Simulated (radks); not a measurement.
# As⁺ in [Ar] 3d9 4s2 4p3: an all-electron calculation

The task here is to estimate one member of a computed series from the others.

Method: scalar-relativistic Kohn-Sham, exchange-only PBE, spin-unpolarised, spherical densities, finite nucleus. Code: radks (a radial shooting solver on a logarithmic mesh, Libxc functionals) version 1.

## The atom as given

| Item | Value |
| --- | --- |
| element | arsenic (Z = 33) |
| charge | +1 |
| electrons | 32 |
| configuration | [Ar] 3d9 4s2 4p3 |
| nuclear rms radius | 4.0968 fm |

Outer shells as boxes (Hund's rule):

As⁺
```
[Ar] core
3d [↑↓][↑↓][↑↓][↑↓][↑ ]
4s [↑↓]
4p [↑ ][↑ ][↑ ]
```

The first run:

Settings of this run:

```text
Z 33
configuration [Ar] 3d9 4s2 4p3 5s0 4d0
relativity scalar-relativistic
functional pbe,
spin unpolarised
nucleus finite rms 4.0968 fm
c 137.035999084
```

One table of the session follows, with a row left open; its other results are not shown here.

It belongs to the step «Shells». Radial moments (bohr):

```
level      <r>  outermost maximum (interpolated)  90 % within  nodes
   1s  0.04550                            0.0297       0.0813      0
   2s   0.2028                             0.170        0.314      1
   2p   0.1772                             0.136        0.289      0
   3s   0.5938                             0.520        0.885      2
   3p   0.6101                             0.518        0.933      1
   3d   0.6517                             0.470         1.08      0
   4s        ?                                 ?            ?      ?
   4p    2.186                              1.79         3.33      2
   5s    5.056                              4.53         7.32      4
```

Q: Estimate the row for 4s from the others.

As computed: <r>: 1.790; outermost maximum (interpolated): 1.53; 90 % within: 2.66; nodes: 3. In the column «<r>» it lies between 3d (0.6517) and 4p (2.186).
